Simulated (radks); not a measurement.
# Ga⁴⁺ in [Ar] 3d9: an all-electron calculation

An exercise on one series of results from a longer session: the logs are not shown, and one member is left open.

Program: radks (a radial shooting solver on a logarithmic mesh, Libxc functionals) version 1. Level of theory: Dirac Kohn-Sham, LDA (Slater exchange, Perdew-Wang correlation), spin-unpolarised, spherical densities, point nucleus; open shells are shared between the two j in proportion to 2j + 1. These are calculated values, not measurements, unless marked.

## What is computed

| Item | Value |
| --- | --- |
| element | gallium (Z = 31) |
| charge | +4 |
| electrons | 27 |
| configuration | [Ar] 3d9 |

Outer shells as boxes (Hund's rule):

Ga⁴⁺
```
[Ar] core
3d [↑↓][↑↓][↑↓][↑↓][↑ ]
```

Set-up of the first run:

The run's settings:

```text
Z 31
configuration [Ar] 3d9
relativity Dirac
functional lda,pw
spin unpolarised
j_filling average
nucleus point
c 137.035999084
```

On the command line:

```sh
$ python run_ks.py task.json out
```

All runs below come from this command, one after another.

One of the session's tables, all rows but one given; the rest of the session is left out.

It belongs to the step «Radial structure». Sizes of the orbitals, from the radial functions (bohr):

| level | <r> | outermost maximum (interpolated) | 90 % within | nodes |
| --- | --- | --- | --- | --- |
| 1s1/2 | 0.04867 | 0.0318 | 0.0870 | 0 |
| 2s1/2 | 0.2180 | 0.183 | 0.338 | 1 |
| 2p1/2 | 0.1885 | 0.144 | 0.309 | 0 |
| 2p3/2 | 0.1920 | 0.147 | 0.314 | 0 |
| 3s1/2 | 0.6481 | 0.564 | 0.969 | 2 |
| 3p1/2 | 0.6641 | 0.559 | 1.02 | 1 |
| 3p3/2 | 0.6744 | 0.567 | 1.04 | 1 |
| 3d3/2 | ? | ? | ? | ? |
| 3d5/2 | 0.7454 | 0.524 | 1.25 | 0 |

**Question.** Estimate the row for 3d3/2.

As computed: <r>: 0.7412; outermost maximum (interpolated): 0.521; 90 % within: 1.24; nodes: 0. In the column «<r>» it lies between 3p3/2 (0.6744) and 3d5/2 (0.7454).

Caveats from the session: Spin polarisation and multiplet splitting are left out.
